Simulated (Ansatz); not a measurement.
# TiCo3: the cost of one run

Method: DFT, PBEsol, PAW with Ansatz's default frozen-core files, scalar-relativistic, in Ansatz 0.2.0.

1 further run of the same task is left out (it didn't finish).

## Step 1: The starting structure

The structure is cubic, space group Pm-3m (No. 221). Conventional cell: a = 3.571 Å, b = 3.571 Å, c = 3.571 Å, α = 90.00°, β = 90.00°, γ = 90.00°. Around Ti (site symmetry m-3m) lie 12 Co at 2.53 Å. Around Co (site symmetry 4/mmm) lie 4 Ti at 2.53 Å and 8 Co at 2.53 Å.

As a file:

```xyz
4
Lattice="3.5710 0.0000 0.0000 0.0000 3.5710 0.0000 0.0000 0.0000 3.5710" Properties=species:S:1:pos:R:3 pbc="T T T"
Ti    0.0000    0.0000    0.0000
Co    0.0000    1.7855    1.7855
Co    1.7855    0.0000    1.7855
Co    1.7855    1.7855    0.0000
```

Atoms are numbered in the order of the input: Ti1, Co2, Co3, Co4.

## Step 2: Free moments from the typed start, PAW

The input, input.yaml:

```yaml
crystal:
  lattice:
    - [3.571, 0.0, 0.0]
    - [0.0, 3.571, 0.0]
    - [0.0, 0.0, 3.571]
  atoms:
    - { symbol: Ti, position: [0.0, 0.0, 0.0] }
    - { symbol: Co, position: [0.0, 0.5, 0.5], spin: 2.0 }
    - { symbol: Co, position: [0.5, 0.0, 0.5], spin: 2.0 }
    - { symbol: Co, position: [0.5, 0.5, 0.0], spin: 2.0 }
magnetization:
  spin_polarized: true
kpoints:
  mp_grid: { grid: [10, 10, 10] }
scf:
  occupations: { method: fermi_dirac, width: 0.05 }
  lower_state_search: "off"
hamiltonian:
  xc: pbesol
  pseudopotentials: { kind: paw }
output:
  forces: true
  stress: true
  eigenvalues: true
  populations: true
```

Launch:

```sh
$ ansatz run input.yaml --threads 2 --pin off --max-ram 6144MiB --backend cpu --events-out ev --progress --plain --runs-dir out
```

Q: Estimate wall time and peak memory on 2 threads of Arm Neoverse V2, shared host.

About 11 s, with a peak of 0.44 GiB.
